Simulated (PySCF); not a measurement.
# C₂H₉NSSi₂: a tour of settings, part 2 of 2

PySCF 2.14.0. Atoms count from 0. Earlier steps stand in the parts before.

### Step 5. Spin-spin couplings: wB97X-D/STO-3G

The job: settings as JSON, then the geometry in Å.

```
{"job": {"kind": "j", "xc": "wB97X-D", "basis": "STO-3G", "scf": {"aux": "def2-universal-jkfit"}}, "charge": 0, "multiplicity": 1}
C      2.063042     0.137981    -0.139588
C      0.824509    -0.656487     0.089595
S      0.914459    -2.270704     0.415651
N     -0.384045    -0.095362     0.045259
Si    -1.663026    -1.317803     0.340082
Si    -0.642842     1.608956    -0.282258
H      2.925411    -0.523817    -0.150936
H      2.004134     0.675414    -1.085507
H      2.189753     0.871132     0.657150
H     -2.855591    -0.468675     0.217672
H     -1.577588    -1.777131     1.716570
H     -1.677715    -2.269037    -0.759384
H     -0.222820     1.863900    -1.661519
H     -2.062896     1.852597    -0.094504
H      0.160799     2.377025     0.669805
```

Method: wB97X-D/STO-3G indirect spin-spin coupling, non-relativistic, gas phase.

Standard output:

```text
final grid: 117360 points
cycle   1  E = -1100.6172894577  dE =  3.344e-01  |g| = 5.461e-01  |ddm| = 4.735e+00
cycle   2  E = -1100.6358222407  dE = -1.853e-02  |g| = 5.838e-01  |ddm| = 1.777e+00
cycle   3  E = -1100.7412891616  dE = -1.055e-01  |g| = 9.437e-02  |ddm| = 9.026e-01
cycle   4  E = -1100.7437642873  dE = -2.475e-03  |g| = 3.427e-02  |ddm| = 1.756e-01
cycle   5  E = -1100.7441648846  dE = -4.006e-04  |g| = 6.018e-03  |ddm| = 6.235e-02
cycle   6  E = -1100.7441806531  dE = -1.577e-05  |g| = 9.280e-04  |ddm| = 1.269e-02
cycle   7  E = -1100.7441814565  dE = -8.034e-07  |g| = 3.747e-04  |ddm| = 3.983e-03
cycle   8  E = -1100.7441815420  dE = -8.551e-08  |g| = 1.213e-04  |ddm| = 1.201e-03
cycle   9  E = -1100.7441815509  dE = -8.926e-09  |g| = 2.533e-05  |ddm| = 4.225e-04
cycle  10  E = -1100.7441815513  dE = -3.965e-10  |g| = 4.459e-06  |ddm| = 8.899e-05
converged SCF energy = -1100.7441815513

Indirect spin-spin couplings (Hz)
  i      j    bonds     total        FC       PSO       DSO        SD
  0 C    1 C    1     27.426    28.323    -1.208     0.311         -
  0 C    2 S    2      0.032     0.517    -0.482    -0.002         -
  0 C    3 N    2     -1.215    -1.338     0.143    -0.014    -0.006
  0 C    4 Si   3     -2.433    -2.418     0.001     0.055    -0.070
  0 C    5 Si   3     -0.822    -0.767    -0.032    -0.020    -0.003
  0 C    6 H    1    103.091   102.285    -0.069     0.876         -
  0 C    7 H    1     94.552    93.678    -0.046     0.920         -
  0 C    8 H    1     94.742    93.871    -0.037     0.909         -
  0 C    9 H    4     -0.505    -0.235     0.031    -0.301         -
  0 C   10 H    4     -0.199     0.013     0.021    -0.233         -
  0 C   11 H    4     -0.245    -0.037     0.019    -0.227         -
  0 C   12 H    4      0.360     0.251    -0.018     0.127         -
  0 C   14 H    4      0.350     0.161    -0.021     0.210         -
  1 C    2 S    1    -23.725   -14.520    -9.276     0.071         -
  1 C    3 N    1     -2.993    -6.282     2.910    -0.179     0.559
  1 C    4 Si   2      1.753     1.698     0.027    -0.027     0.055
  1 C    5 Si   2      1.515     1.537    -0.017    -0.005    -0.000
  1 C    6 H    2     -3.940    -3.835    -0.262     0.156         -
  1 C    7 H    2     -7.110    -7.252    -0.022     0.163         -
  1 C    8 H    2     -7.608    -7.796     0.016     0.171         -
  1 C    9 H    3      3.574     4.043    -0.078    -0.390         -
  1 C   10 H    3     -0.091     0.090    -0.196     0.014         -
  1 C   11 H    3      0.067     0.230    -0.190     0.027         -
  1 C   12 H    3     -0.777    -0.718    -0.100     0.040         -
  1 C   13 H    3      2.886     3.301    -0.036    -0.380         -
  1 C   14 H    3     -0.173    -0.155    -0.109     0.091         -
  2 S    3 N    2     -1.491    -0.732     0.834    -0.003    -1.590
  2 S    4 Si   3     -0.607     1.357    -1.308    -0.010    -0.646
  2 S    5 Si   3     -0.393     0.316    -0.567     0.016    -0.157
  2 S    6 H    3     -0.516    -0.207    -0.350     0.041         -
  2 S    7 H    3      0.212     0.453    -0.156    -0.085         -
  2 S    8 H    3      0.292     0.519    -0.157    -0.071         -
  2 S    9 H    4      1.300     1.614    -0.186    -0.128         -
  2 S   10 H    4      1.115     1.106    -0.044     0.054         -
  2 S   11 H    4      1.132     1.119    -0.041     0.055         -
  2 S   12 H    4      0.198     0.331    -0.073    -0.060         -
  2 S   13 H    4     -0.223    -0.071    -0.069    -0.083         -
  3 N    4 Si   1      8.809     9.671    -1.447     0.064     0.520
  3 N    5 Si   1      6.804     8.026    -1.763     0.063     0.478
  3 N    6 H    3     -1.579    -1.777     0.066     0.142    -0.010
  3 N    7 H    3      0.260     0.221     0.106    -0.061    -0.005
  3 N    8 H    3      0.425     0.373     0.100    -0.039    -0.010
  3 N    9 H    2     -6.835    -6.751    -0.018    -0.063    -0.003
  3 N   10 H    2      1.470     1.506    -0.054     0.012     0.006
  3 N   11 H    2      1.556     1.589    -0.051     0.012     0.007
  3 N   12 H    2     -0.592    -0.547    -0.050     0.005    -0.001
  3 N   13 H    2     -2.448    -2.407    -0.030    -0.007    -0.005
  3 N   14 H    2     -0.510    -0.490    -0.032     0.008     0.003
  4 Si   5 Si   2      0.513     0.768    -0.203    -0.013    -0.038
  4 Si   7 H    4      0.475     0.335    -0.019     0.191    -0.033
  4 Si   8 H    4      0.485     0.336    -0.016     0.192    -0.026
  4 Si   9 H    1   -139.988  -140.444     0.984    -0.347    -0.181
  4 Si  10 H    1   -188.239  -188.695     1.081    -0.372    -0.252
  4 Si  11 H    1   -188.346  -188.800     1.078    -0.373    -0.252
  4 Si  12 H    3     -1.200    -1.390     0.020     0.173    -0.003
  4 Si  13 H    3     -0.936    -0.956     0.040    -0.079     0.059
  4 Si  14 H    3     -2.066    -2.272     0.012     0.211    -0.018
  5 Si   6 H    4      0.494     0.283    -0.039     0.227     0.024
  5 Si   7 H    4      0.202     0.249     0.063    -0.172     0.062
  5 Si   8 H    4      0.178     0.185     0.044    -0.112     0.061
  5 Si   9 H    3      0.310     0.311     0.050    -0.112     0.061
  5 Si  10 H    3     -0.183    -0.389     0.029     0.183    -0.005
  5 Si  11 H    3     -0.215    -0.420     0.027     0.183    -0.006
  5 Si  12 H    1   -168.200  -168.703     1.016    -0.309    -0.204
  5 Si  13 H    1   -167.928  -168.450     1.032    -0.309    -0.200
  5 Si  14 H    1   -167.726  -168.229     1.017    -0.313    -0.200
  6 H    7 H    2    -14.024   -12.455     0.608    -2.177         -
  6 H    8 H    2    -14.750   -13.210     0.607    -2.147         -
  6 H    9 H    5     -0.802     0.331     0.178    -1.311         -
  6 H   10 H    5     -0.896    -0.061     0.134    -0.969         -
  6 H   11 H    5     -0.878    -0.126     0.120    -0.872         -
  6 H   12 H    5     -0.437     0.142     0.182    -0.760         -
  6 H   13 H    5     -1.078     0.218     0.204    -1.500         -
  6 H   14 H    5     -0.385     0.213     0.212    -0.810         -
  7 H    8 H    2    -16.156   -14.800     0.592    -1.947         -
  7 H    9 H    5     -0.748     0.052     0.122    -0.922         -
  7 H   10 H    5     -1.622    -0.587     0.192    -1.227         -
  7 H   11 H    5      0.329     0.775     0.071    -0.517         -
  7 H   12 H    5      1.042    -0.762    -0.304     2.108         -
  7 H   13 H    5     -1.474    -0.179     0.084    -1.380         -
  7 H   14 H    5      0.480    -0.013    -0.102     0.595         -
  8 H    9 H    5     -0.800     0.031     0.127    -0.958         -
  8 H   10 H    5      0.289     0.704     0.063    -0.478         -
  8 H   11 H    5     -1.486    -0.443     0.195    -1.237         -
  8 H   12 H    5     -0.645    -0.523     0.005    -0.126         -
  8 H   13 H    5     -1.134     0.004     0.079    -1.218         -
  8 H   14 H    5      1.453    -0.439    -0.312     2.204         -
  9 H   10 H    2     15.940    17.441     0.045    -1.546         -
  9 H   11 H    2     15.920    17.408     0.043    -1.531         -
  9 H   12 H    4     -0.589    -0.068     0.039    -0.559         -
  9 H   13 H    4      2.031    -0.020    -0.204     2.255         -
  9 H   14 H    4     -0.916    -0.112     0.066    -0.870         -
 10 H   11 H    2      3.983     6.433     0.105    -2.555         -
 10 H   12 H    4     -0.837     0.480     0.145    -1.463         -
 10 H   13 H    4     -0.184     0.278     0.031    -0.494         -
 10 H   14 H    4     -0.954    -0.466     0.042    -0.531         -
 11 H   12 H    4     -0.966    -0.626     0.023    -0.363         -
 11 H   13 H    4     -0.452     0.198     0.053    -0.703         -
 11 H   14 H    4     -0.506     0.803     0.147    -1.457         -
 12 H   13 H    2      7.629     9.590     0.069    -2.030         -
 12 H   14 H    2     11.639    13.523     0.048    -1.932         -
 13 H   14 H    2      6.611     8.530     0.061    -1.980         -
```

Run time: 9.7 s. Hardware: 1 thread of AMD EPYC 7R43, shared host; peak memory 0.75 GiB.

The basis is not made for couplings: without tight functions at the nuclei these values are rough.

Couplings of 1 Hz or more, nine at most for each number of bonds, with means over like pairs (isotopes 13C, 1H, 15N, 33S, 29Si):

| pair | bonds | J (Hz) | Fermi contact (Hz) |
| --- | --- | --- | --- |
| Si4–H9 | 1 | -170.1 | -170.6 |
| C0–H6 | 1 | 97.5 | 96.6 |
| C0–C1 | 1 | 27.4 | 28.3 |
| C1–S2 | 1 | -23.7 | -14.5 |
| N3–Si4 | 1 | 7.8 | 8.8 |
| C1–N3 | 1 | -3.0 | -6.3 |
| H6–H7 | 2 | -15.0 | -13.5 |
| H9–H10 | 2 | 10.3 | 12.2 |
| C1–H6 | 2 | -6.2 | -6.3 |
| C1–Si4 | 2 | 1.6 | 1.6 |
| S2–N3 | 2 | -1.5 | -0.7 |
| N3–H9 | 2 | -1.2 | -1.2 |
| C0–N3 | 2 | -1.2 | -1.3 |
| C0–Si4 | 3 | -1.6 | -1.6 |

The spin-dipole term was solved for some atoms only; pairs without it lack that part.

The response was solved for the nuclei of C, H, N, Si alone, so couplings that need other nuclei can be missing.

Quadrupole couplings from the field gradients of the same density:

| atom | isotope | eQq/h (MHz) | η |
| --- | --- | --- | --- |
| S2 | 33S | -53.4 | 0.89 |
| N3 | 14N | -4.852 | 0.40 |

### Step 6. Ultraviolet spectrum: PBE0/aug-pcSseg-1

The job, as its differences from that of step 5:

```diff
@@ -1,2 +1,2 @@
-{"job": {"kind": "j", "xc": "wB97X-D", "basis": "STO-3G", "scf": {"aux": "def2-universal-jkfit"}}, "charge": 0, "multiplicity": 1}
+{"job": {"kind": "uv", "xc": "PBE0", "basis": "aug-pcSseg-1", "nstates": 12, "ntriplets": 2, "tda": false, "scf": {"conv": 0.001, "max_cycle": 72}}, "charge": 0, "multiplicity": 1}
 C      2.063042     0.137981    -0.139588
```

With the program's defaults for keys left out, this is: TDDFT PBE0/aug-pcSseg-1, vertical, gas phase, core orbitals frozen in the response.

Standard output:

```text
final grid: 117360 points
cycle   1  E = -1112.9361479433  dE =  5.946e-01  |g| = 4.157e-01  |ddm| = 6.831e+00
cycle   2  E = -1112.8871136357  dE =  4.903e-02  |g| = 6.030e-01  |ddm| = 2.170e+00
cycle   3  E = -1112.9788739043  dE = -9.176e-02  |g| = 1.395e-01  |ddm| = 1.634e+00
cycle   4  E = -1112.9833138887  dE = -4.440e-03  |g| = 4.922e-02  |ddm| = 3.100e-01
cycle   5  E = -1112.9838494721  dE = -5.356e-04  |g| = 1.664e-02  |ddm| = 9.601e-02
converged SCF energy = -1112.9838494721

Static polarisability (au): isotropic 106.815, principal 80.428 111.233 128.784

Singlet excitations
state   eV       nm        f      main configurations
  1   3.5466    349.6   0.00002   H->L 0.99
  2   4.9692    249.5   0.06869   H-1->L 0.56, H->L+1 0.26, H->L+2 0.10
  3   5.1603    240.3   0.08948   H->L+1 0.71, H-1->L 0.21
  4   5.5669    222.7   0.11170   H->L+2 0.60, H->L+3 0.19, H-1->L 0.16
  5   5.6297    220.2   0.00529   H-1->L+1 0.93
  6   5.7780    214.6   0.03468   H->L+3 0.72, H->L+2 0.24
  7   5.9664    207.8   0.01767   H->L+4 0.79
  8   5.9688    207.7   0.01108   H-1->L+2 0.67, H-1->L+3 0.13
  9   6.1213    202.5   0.00193   H->L+5 0.91
 10   6.2600    198.1   0.01695   H->L+6 0.89
 11   6.3083    196.5   0.00207   H-1->L+3 0.69, H-1->L+2 0.18
 12   6.3174    196.3   0.02028   H->L+7 0.65, H->L+8 0.21

Triplet excitations (Tamm-Dancoff, eV): 3.2328 3.4255
```

Wall time 39 s (1 thread of AMD EPYC 7R43, shared host); peak memory 1.1 GiB.

The run ended normally, but its values are not to be used for the molecule: the SCF threshold of 0.001 Eh is far too loose. Its HOMO lies at -6.45 eV, against -6.55 eV in step 2 (PBE0/pcseg-1), a different level, so the two don't compare directly.

### Step 7. Comparing the runs: NMR shifts

Isotropic shieldings (ppm), means over like atoms, with basis size and wall time:

| run | C1 | C0 | H9 | H6 | S2 | N3 | Si4 | functions | time |
| --- | --- | --- | --- | --- | --- | --- | --- | --- | --- |
| PBE0/pcseg-1 in chloroform | -32.3 | 162.0 | 26.85 | 28.65 | 108 | 113.1 | 414.8 | 141 | 16 s |
| PBE/pcSseg-1 | -33.7 | 148.9 | 26.56 | 28.59 | 12 | 104.9 | 408.2 | 168 | 40 s |

### Step 8. Results

This closing draws on all 2 parts.

| quantity | value |
| --- | --- |
| shieldings of C, H, S, N, Si (PBE0/pcseg-1, chloroform, a mean where the table joins atoms) | C1 -32.3, C0 162.0, H9 26.9, H6 28.6, S2 108.3, N3 113.1, Si4 414.8 ppm |
| largest coupling of the table (wB97X-D/STO-3G) | ¹J(Si,H) Si4–H9, -170.1 Hz |
| range of the shielding of S2 | 12 to 108 ppm |
| property runs in this session | 5, of which 0 failed and 3 gave unsound results |

In words: Single values in the summary come from the first run of each kind that ended normally (PBE0/pcseg-1; wB97X-D/STO-3G), which need not be the best level. A minimal basis gives no usable values, so read them as a test of settings alone. At PBE0/pcseg-1: The largest span, 619 ppm, is at S2, where the paramagnetic term is -952 ppm. Of the pairs tabulated at wB97X-D/STO-3G, Si4–H9 (mean over like pairs) couples most strongly (-170.1 Hz; Fermi contact -170.6 Hz). In ppm, S2 moves most: its shielding spreads over 96 ppm, from 12 (PBE/pcSseg-1) to 108 (PBE0/pcseg-1 in chloroform). Couplings from bases without tight functions are rough.
